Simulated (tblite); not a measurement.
# C11H24BF4N: the cost of one run

Computed with tblite 0.8.0 and PySCF 2.14.0 and routines of our own; the level stands in each step. Atoms count from 0.

## (1) The system as given

41 atoms, charge 0, multiplicity 1; geometry from: force field, distance geometry or constructed start.

## (2) Relaxing the molecule with GFN2-xTB

What the job is given:

```
{"job": {"kind": "relax", "xc": "GFN2-xTB", "basis": "xTB"}, "charge": 0, "multiplicity": 1}
C      4.986900    -0.264300     0.760100
C      4.398100    -0.301600    -0.650300
C      3.058200     0.405800    -0.767800
C      1.933200    -0.263300     0.021000
C      0.585000     0.418300    -0.213500
C     -0.521300    -0.258600     0.595000
N     -1.918400     0.301400     0.294000
C     -2.003700     1.787700     0.634800
C     -2.326300     0.050600    -1.170600
C     -3.771100    -0.413800    -1.091300
C     -3.768800    -1.286200     0.139800
C     -2.972000    -0.475400     1.144600
F     -1.235800     3.124200     5.007800
B     -1.327700     2.735200     3.602400
F     -2.715100     2.845000     3.168700
F     -0.876700     1.364300     3.456200
F     -0.499400     3.617700     2.799800
H      5.058900     0.763800     1.123400
H      4.369400    -0.831300     1.468600
H      5.988400    -0.699100     0.768600
H      5.109400     0.178800    -1.326100
H      4.303500    -1.345500    -0.967500
H      2.778500     0.434700    -1.823400
H      3.153100     1.447400    -0.449600
H      2.163400    -0.233500     1.099300
H      1.858600    -1.324500    -0.258400
H      0.356900     0.391000    -1.288000
H      0.674900     1.474100     0.068500
H     -0.554400    -1.333500     0.385600
H     -0.342200    -0.117800     1.674600
H     -1.343700     2.342400    -0.037200
H     -1.710800     1.919700     1.677200
H     -3.040700     2.114700     0.480200
H     -1.689500    -0.744800    -1.567200
H     -2.191200     0.971000    -1.754900
H     -4.444300     0.442100    -0.967100
H     -4.074200    -0.959200    -1.993900
H     -3.262200    -2.235000    -0.064300
H     -4.775000    -1.509800     0.500400
H     -3.610400     0.262700     1.654400
H     -2.461200    -1.094900     1.894000
```

Run with:

```sh
$ OMP_NUM_THREADS=1 python large_run.py task.json out
```

One launch serves the whole session: the jobs run in the order shown.

Q: Estimate the wall time and peak memory of this first job on 1 thread of Arm Neoverse N1, shared host.

About 3 s, with a peak of 0.18 GiB.
